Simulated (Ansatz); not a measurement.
RuAu in Ansatz: the effect of target pressure

The system is RuAu.

```xyz
2
Lattice="3.1648 0.0000 0.0000 0.0000 3.1648 0.0000 0.0000 0.0000 3.1648" Properties=species:S:1:pos:R:3 pbc="T T T"
Ru    0.0000    0.0000    0.0000
Au    1.5824    1.5824    1.5824
```

The cell was built by a generator and needn't be a form met in nature.

Alike in all runs:

```yaml
Program: Ansatz 0.2.0
Task: relaxation of cell and atoms
Functional: PBEsol
Potentials_or_basis: Ansatz PAW
Cutoff: "420 eV (not typed: the program's choice for these potentials)"
k_mesh: 8 × 8 × 8
Occupations: fermi-dirac, width 0.05 eV
Spin: no spin polarisation
```

Each run relaxes the cell or the atoms first.

One run gave: relaxed volume 14.65 Å³/atom. Which target pressure did it use?
A. 10 GPa
B. 2 GPa
C. 5 GPa
D. 20 GPa
E. 0 GPa

A.

```tsv
target pressure	relaxed volume (Å³/atom)
0 GPa	15.22
2 GPa	15.09
5 GPa	14.92
10 GPa	14.65
20 GPa	14.20
30 GPa	13.81
```

Caveats: the plane-wave basis is chosen anew once the cell has moved, so the energies of steps on either side of that aren't comparable; the PAW data sets come from PBE, with cores solved anew for the run's functional, which leaves a small shift of forces and pressure.

Runs at the PBE level aren't shown here.
